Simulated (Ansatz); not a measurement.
**C4H7Al: how energies converge with the basis set**

How large a basis does C4H7Al need? Two functionals are run in growing sets.

Method: one geometry, several basis sets; program: Ansatz 0.2.0, Gaussian basis.

The runs, in order: PBE0-D4/def2-SVP; ωB97M-V/def2-SVP; PBE0-D4/def2-QZVPP; ωB97M-V/def2-QZVPP; the functionals' def2-TZVPP values are taken from earlier runs.

**1. The relaxed structure**

An earlier PBE0-D4 in a triple-zeta def2 set relaxation fixed the geometry.

SMILES `CC1=[CH][AlH][CH2]1`, 12 atoms, charge 0, spin multiplicity 1.

Atoms are counted from 1 here; the program's logs count them from 0.

Bond lengths: C1–C2 1.494 Å, C1–H6 1.095 Å, C1–H7 1.091 Å, C1–H8 1.095 Å, C2–C3 1.356 Å, C2–C5 1.528 Å, C3–Al4 1.904 Å, C3–H9 1.085 Å, Al4–C5 1.964 Å, Al4–H10 1.589 Å, C5–H11 1.094 Å, C5–H12 1.094 Å. Angles: C2–C1–H6 110.2°, C2–C1–H7 112.2°, C2–C1–H8 110.1°, H6–C1–H7 108.9°, H6–C1–H8 106.3°, H7–C1–H8 108.9°, C1–C2–C3 126.6°, C1–C2–C5 119.7°, C3–C2–C5 113.8°, C2–C3–Al4 87.8°, C2–C3–H9 122.0°, Al4–C3–H9 150.3°, C3–Al4–C5 77.4°, C3–Al4–H10 141.5°, C5–Al4–H10 141.1°, C2–C5–Al4 81.1°, C2–C5–H11 112.4°, C2–C5–H12 112.5° and more.

Coordinates:

```mol
C4H7Al
  3D, bonds by distance, orders not assigned

 12 12  0  0  0  0  0  0  0  0999 V2000
   -1.3309   -0.4976    0.8864 C   0  0
   -0.0653   -0.0248    0.2494 C   0  0
    1.0362    0.4416    0.8889 C   0  0
    1.8315    0.6926   -0.8223 Al  0  0
    0.0672   -0.0421   -1.2731 C   0  0
   -2.1798    0.0898    0.5214 H   0  0
   -1.2951   -0.4297    1.9748 H   0  0
   -1.5312   -1.5357    0.6014 H   0  0
    1.0868    0.5088    1.9702 H   0  0
    3.1675    1.2130   -1.5080 H   0  0
   -0.0238   -1.0507   -1.6881 H   0  0
   -0.6863    0.5795   -1.7666 H   0  0
  1  2  8  0
  2  3  8  0
  3  4  8  0
  4  5  8  0
  1  6  8  0
  1  7  8  0
  1  8  8  0
  3  9  8  0
  4 10  8  0
  5 11  8  0
  5 12  8  0
  2  5  8  0
M  END
```

**2. PBE0-D4 in def2-SVP**

Contents of in.yaml:

```yaml
crystal:
  periodic: [false, false, false]
  atoms:
    - {symbol: C, position_ang: [-1.330867, -0.497592, 0.886417]}
    - {symbol: C, position_ang: [-0.065300, -0.024797, 0.249353]}
    - {symbol: C, position_ang: [1.036233, 0.441579, 0.888878]}
    - {symbol: Al, position_ang: [1.831514, 0.692573, -0.822348]}
    - {symbol: C, position_ang: [0.067227, -0.042089, -1.273130]}
    - {symbol: H, position_ang: [-2.179778, 0.089843, 0.521375]}
    - {symbol: H, position_ang: [-1.295136, -0.429695, 1.974803]}
    - {symbol: H, position_ang: [-1.531221, -1.535725, 0.601403]}
    - {symbol: H, position_ang: [1.086827, 0.508843, 1.970178]}
    - {symbol: H, position_ang: [3.167498, 1.213034, -1.508044]}
    - {symbol: H, position_ang: [-0.023793, -1.050681, -1.688122]}
    - {symbol: H, position_ang: [-0.686305, 0.579508, -1.766563]}
basis:
  gaussian: {orbitals: def2-SVP}
hamiltonian: {xc: pbe0, dispersion: d4}
output: {orbitals: {seedname: orbitals}}
```

Started as:

```bash
> ansatz run in.yaml --threads 4 --pin off --events-out ev --progress --plain --max-ram 10444MiB
```

After this run come: ωB97M-V in def2-SVP; PBE0-D4 in def2-QZVPP; ωB97M-V in def2-QZVPP.

Before running them: what should the planned runs give, taken together? Wanted: PBE0-D4: double and triple zeta above quadruple; ωB97M-V: double and triple zeta above quadruple.

**Answer**, as computed:

| quantity | value |
| --- | --- |
| PBE0-D4: double and triple zeta above quadruple | 7.33, 0.44 eV |
| ωB97M-V: double and triple zeta above quadruple | 7.56, 0.42 eV |

**Reading.** For PBE0-D4 the step from double to triple zeta gains 6.89 eV and the next only 0.44 eV. These are total energies; as a rule much of such shifts cancels in differences, which this series doesn't test.
